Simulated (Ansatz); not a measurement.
**GeH3Cl + H radical: a complex and its separated parts**

Aim: how far the complex at one end of a reaction step lies below its separated, relaxed parts, level by level.

Program: Ansatz 0.2.0, Gaussian basis. Level of theory: PBE0-D4/def2-TZVP structures, single points in def2-TZVPP, no counterpoise correction. These are calculated values, not measurements.

Levels: SPW92, PBE-D4, BLYP-D4, r2SCAN-D4, B97M-V, PBE0-D4, B3LYP-D4, r2SCAN0-D4, BHLYP-D4, CAM-B3LYP-D4, wB97X-V, wB97M-V, B2PLYP, PBE-QIDH, Hartree-Fock, MP2, CCSD, CCSD(T).

Correlated methods freeze the cores. Filled d shells of the heavier atoms are correlated. Orbitals are unrestricted. B3LYP uses VWN-RPA correlation. B2PLYP carries no dispersion term here.

## Step 1: The system as given

The complex: 6 atoms, charge 0, spin multiplicity 2.

Atoms are counted from 1 here; the program's logs count them from 0.

Bond lengths: Cl1–Ge2 2.155 Å, Ge2–H4 1.532 Å, Ge2–H5 1.532 Å, Ge2–H6 1.532 Å. Angles: Cl1–Ge2–H4 107.1°, Cl1–Ge2–H5 107.1°, Cl1–Ge2–H6 107.1°, H4–Ge2–H5 111.7°, H4–Ge2–H6 111.7°, H5–Ge2–H6 111.7°.

Coordinates:

```
atom     x (Å)     y (Å)     z (Å)
 Cl1  -0.68260  -0.84559   0.00299
 Ge2   0.67109   0.83114  -0.00373
  H3  -2.85213  -3.53215   0.01609
  H4   0.93363   1.19322  -1.46888
  H5  -0.02128   1.97308   0.74678
  H6   1.95128   0.38041   0.70664
```

Its parts: GeH3Cl holds atoms 1, 2, 4, 5, 6; H radical holds atoms 3. Each part counts its atoms afresh in its own runs.

## Step 2: Relaxing GeH3Cl alone

relax-a/in.yaml reads:

```yaml
crystal:
  periodic: [false, false, false]
  atoms:
    - {symbol: Cl, position_ang: [-0.682600, -0.845590, 0.002995]}
    - {symbol: Ge, position_ang: [0.671092, 0.831137, -0.003732]}
    - {symbol: H, position_ang: [0.933631, 1.193218, -1.468879]}
    - {symbol: H, position_ang: [-0.021283, 1.973080, 0.746778]}
    - {symbol: H, position_ang: [1.951282, 0.380406, 0.706645]}
basis:
  gaussian: {orbitals: def2-TZVP}
hamiltonian: {xc: pbe0, dispersion: d4}
relax: {f_tol: 0.005, max_steps: 200}
```

No record of the launch command was kept for these runs.

Further steps of the session: wB97M-V/def2-TZVPP; CCSD(T)/def2-TZVPP; MP2/def2-QZVPP; Vibrations of GeH3Cl.

**Question.** What will these runs give? Wanted: complex less parts, CCSD(T)/def2-TZVPP; with zero-point energy; largest T1 diagnostic.

**Answer**, as computed:

```
                              quantity       value
complex less parts, CCSD(T)/def2-TZVPP  -0.0029 eV
                with zero-point energy  +0.0050 eV
                 largest T1 diagnostic       0.010
```

At CCSD(T) the complex lies 0.0029 eV below its parts. Among the functionals PBE-QIDH lands nearest to CCSD(T) (+0.0015 eV) and SPW92 farthest (-0.0232 eV). By rung, the mean size of the error is: LDA 0.0232, GGA 0.0086, meta-GGA 0.0061, hybrid 0.0086, range-separated hybrid 0.0064, double hybrid 0.0018 eV. PBE-D4 gives a relative energy 0.0093 eV too low, an error of 321 % of the reference. No counterpoise was applied, and triple zeta lacks some correlation, so the CCSD(T) reference has a basis error of its own, and close matches with it are partly luck.
